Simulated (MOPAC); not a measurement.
**PM6-D3 run of AlH2SeF (SMILES [F][AlH][SeH])**

Wanted: a structure relaxation of AlH2SeF. 

The results are computed with MOPAC 23.2.5.

### 1 The system as given

AlH2SeF: 5 atoms, total charge 0, spin state singlet. SMILES: `[F][AlH][SeH]`. All atoms were displaced at random from a relaxed shape. The run starts from this shape.

Bond lengths: F1–Al2 1.638 Å, Al2–Se3 2.301 Å, Al2–H4 1.580 Å, Se3–H5 1.487 Å. Angles: F1–Al2–Se3 116.3°, F1–Al2–H4 119.7°, Se3–Al2–H4 124.0°, Al2–Se3–H5 89.8°.

### 2 A structure relaxation at PM6-D3

Input file job.mop:

```
PM6-D3 EF CYCLES=300 GRADIENTS BONDS DISP GNORM=0.02 AUX(PRECISION=9) THREADS=1
AlFH2Se
[F][AlH][SeH]
F     -1.150980 1    -0.655365 1     1.727888 1
Al    -0.333234 1    -0.469604 1     0.320408 1
Se     0.637244 1     1.587162 1    -0.029732 1
H     -0.238830 1    -1.676337 1    -0.695352 1
H      1.150051 1     1.116434 1    -1.343797 1
```

On the command line:

```
$ mopac job.mop
```

Q: Predict the results. Wanted: total energy at the end; dipole moment; HOMO energy; LUMO energy; HOMO–LUMO gap; dispersion energy; heat of formation.

Computed results:

Level: PM6-D3.

| quantity | value |
| --- | --- |
| total energy at the end | -25.44959 Eh |
| dipole moment | 2.88 D |
| HOMO energy | -9.20 eV |
| LUMO energy | 0.46 eV |
| HOMO–LUMO gap | 9.65 eV |
| dispersion energy | -2.16 kJ/mol |
| heat of formation | -78.7 kcal/mol |

In words: At the final geometry: Bond lengths: F1–Al2 1.642 Å, Al2–Se3 2.331 Å, Al2–H4 1.558 Å, Se3–H5 1.472 Å. Angles: F1–Al2–Se3 115.0°, F1–Al2–H4 118.3°, Se3–Al2–H4 126.7°, Al2–Se3–H5 90.7°. The optimisation took 31 steps and changed the energy by -0.023 eV.
